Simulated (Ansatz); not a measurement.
# SiSn5: the cost of one run

Method: DFT PBE, scalar-relativistic, plane waves, PAW, in Ansatz 0.2.0.

## Step 1: The structure to begin with

It takes space group P-62m (No. 189, hexagonal). Conventional cell: a = 5.766 Å, b = 5.766 Å, c = 5.403 Å, α = 90.00°, β = 90.00°, γ = 120.00°. Si (site symmetry -62m) has 12 Sn at 3.32 to 3.33 Å as nearest neighbours. Sn (site symmetry -6) has 9 Sn at 3.32 to 3.33 Å and 3 Si at 3.33 Å as nearest neighbours. Sn (site symmetry m2m) has 2 Si at 3.32 Å and 10 Sn at 3.32 to 3.33 Å as nearest neighbours.

Coordinates:

```
CELL_PARAMETERS angstrom
5.76598 0.00000 0.00000
-2.88299 4.99349 0.00000
0.00000 0.00000 5.40260
ATOMIC_POSITIONS crystal
Si 0.00000 0.00000 0.00000
Sn 0.33333 0.66667 0.00000
Sn 0.66667 0.33333 0.00000
Sn 0.66667 0.66667 0.50000
Sn 0.33333 0.00000 0.50000
Sn 0.00000 0.33333 0.50000
```

The start is an ordering of an alloy on its end members' structure types: elements ordered on the sites of the Cu type, Si/Sn on Cu (P-62m, No. 189).

## Step 2: The guess as it stands, on a coarse mesh

File input.yaml:

```yaml
crystal:
  lattice:
    - [5.76598428, 0.0, 0.0]
    - [-2.88299214, 4.99348887, 0.0]
    - [0.0, 0.0, 5.40260274]
  atoms:
    - { symbol: Si, position: [0.0, 0.0, 0.0] }
    - { symbol: Sn, position: [0.33333333, 0.66666667, 0.0] }
    - { symbol: Sn, position: [0.66666667, 0.33333333, 0.0] }
    - { symbol: Sn, position: [0.66666667, 0.66666667, 0.5] }
    - { symbol: Sn, position: [0.33333333, 0.0, 0.5] }
    - { symbol: Sn, position: [0.0, 0.33333333, 0.5] }
basis:
  ecutwfc: 420
kpoints:
  mp_grid: { grid: [3, 3, 4] }
hamiltonian:
  xc: pbe
scf:
  occupations: { method: gaussian, width: 0.1 }
  lower_state_search: "off"
output:
  forces: true
  stress: true
  eigenvalues: true
```

On the command line:

```console
$ ansatz run input.yaml --threads 1 --pin off --max-ram 2560MiB --backend cpu --events-out ev --progress --plain --runs-dir out
```

What time and memory should one allow on 1 thread of Intel Xeon 6975P-C (Granite Rapids), shared host?

About 2.8 s, with a peak of 0.41 GiB.
